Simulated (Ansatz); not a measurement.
Runs of Ansatz 0.2.0 on TaTe. Symmetry: Pm-3m, No. 221, cubic system. The conventional cell has a = 3.420 Å, b = 3.420 Å, c = 3.420 Å, α = 90.00°, β = 90.00°, γ = 90.00°. Ta (site symmetry m-3m) is surrounded by 8 Te at 2.96 Å. Te (site symmetry m-3m) is surrounded by 8 Ta at 2.96 Å. The cell was built by a generator and needn't be a form met in nature.

```csv
level,gap on the mesh (eV),pressure (GPa),relaxed volume (Å³/atom)
PBE+D3(BJ)-ATM,none,0.0,19.40
PBE+D3(BJ),none,0.0,(a)
PBE+D4,none,0.0,19.49
PBE,none,0.0,20.02
```

Alike in all rows: task relaxation of cell and atoms; potentials or basis Ansatz PAW; no spin polarisation; cell relaxed; k mesh 8 × 8 × 8; cutoff (eV) 420; smearing fermi-dirac 0.05 eV.

Problem. Estimate the missing entries.

Solution. (a) 19.27.

Caveats: the plane-wave basis is chosen anew once the cell has moved, so the energies of steps on either side of that aren't comparable; pairwise dispersion overbinds metals, which lowers pressure and volume (some runs).

A k mesh can miss the band edges, and the runs leave out spin-orbit coupling on Ta, Te.

A gap of «none» marks a metal or a gap under the smearing width.
